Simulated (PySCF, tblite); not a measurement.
**C₄H₇Ga: geometry, infrared bands, NMR shifts and spin-spin couplings**

Wanted: the infrared bands, NMR shifts and spin-spin couplings of C₄H₇Ga (`C#[C][Ga]([CH3])[CH3]`), by calculation.

Computed with tblite 0.8.0 and PySCF 2.14.0, with density-fitted response routines of our own, on a single molecule in the gas phase. Atoms are numbered from 0 throughout.

## (1) The molecule as given

12 atoms, charge 0, multiplicity 1; geometry from: force field or distance geometry start.

Bonds of the start (Å): C0–C1 1.23, C1–Ga2 2.16, Ga2–C3 1.96, Ga2–C4 2.03, C0–H5 1.06, C3–H6 1.10, C3–H7 1.10, C3–H8 1.09, C4–H9 1.11, C4–H10 1.11, C4–H11 1.10.

## (2) Relaxing the molecule with GFN2-xTB

Job settings and geometry (Å):

```
{"job": {"kind": "relax", "xc": "GFN2-xTB", "basis": "xTB"}, "charge": 0, "multiplicity": 1}
C      2.279300    -2.027300     0.247300
C      1.412700    -1.176600     0.413200
Ga    -0.132500     0.306600     0.728400
C     -1.722900    -0.730000     0.257000
C      0.261600     2.026300    -0.271700
H      3.008100    -2.780300     0.081400
H     -2.207800    -0.771900     1.245600
H     -1.617700    -1.708400    -0.231600
H     -2.220800    -0.043200    -0.431700
H      0.392500     2.979700     0.288200
H     -0.610900     2.141700    -0.950300
H      1.159600     1.782800    -0.857800
```

Run with:

```console
OMP_NUM_THREADS=1 python probes_run.py task.json out
```

The driver reads the jobs from task.json and runs them one after another.

**Question.** This job is followed by: GFN2-xTB harmonic vibrations, gas phase; GIAO PBE0/pcSseg-1 NMR shielding, non-relativistic, gas phase; B3LYP/pcJ-1 Ga:pcSseg-1 indirect spin-spin coupling, non-relativistic, gas phase. Predict these results of the whole session: strongest single infrared mode (GFN2-xTB); zero-point energy (GFN2-xTB); ¹³C shifts against TMS (PBE0/pcSseg-1, means over atoms taken as alike); ¹H shifts against TMS (PBE0/pcSseg-1, means over atoms taken as alike); shieldings of Ga (PBE0/pcSseg-1); largest coupling of the table (B3LYP/pcSseg-1+pcJ-1).

**Answer**, as computed:

| quantity | value |
| --- | --- |
| strongest single infrared mode (GFN2-xTB) | 662 cm⁻¹, 165 km/mol |
| zero-point energy (GFN2-xTB) | 53.3 kcal/mol |
| ¹³C shifts against TMS (PBE0/pcSseg-1, means over atoms taken as alike) | 106.2, 102.8, 3.7 ppm |
| ¹H shifts against TMS (PBE0/pcSseg-1, means over atoms taken as alike) | 2.26, 0.58 ppm |
| shieldings of Ga (PBE0/pcSseg-1) | Ga2 1179.9 ppm |
| largest coupling of the table (B3LYP/pcSseg-1+pcJ-1) | ¹J(C,H) C0–H5, 248.6 Hz |

**Reading.** The optimisation took 74 steps and gained 0.932 eV; among the close pairs (by a distance rule), C1–Ga2 changed most, from 2.165 to 1.979 Å. The lowest mode is imaginary (46i cm⁻¹), so the xTB geometry is not a minimum. The strongest single mode, at 662 cm⁻¹, is spread over several atoms, H8, H10, H11, H7 among them. GFN2-xTB is a fitted tight-binding method: band positions and strengths are rough. Its intensities can rank the bands wrongly. At PBE0/pcSseg-1: Shielding is most anisotropic at Ga2 (span 494 ppm, paramagnetic term -1457 ppm). Of the pairs tabulated at B3LYP/pcSseg-1+pcJ-1, C0–H5 couples most strongly (248.6 Hz; Fermi contact 249.6 Hz). Spin-orbit coupling is left out, which matters for shieldings and couplings at and beside the heavy atoms.
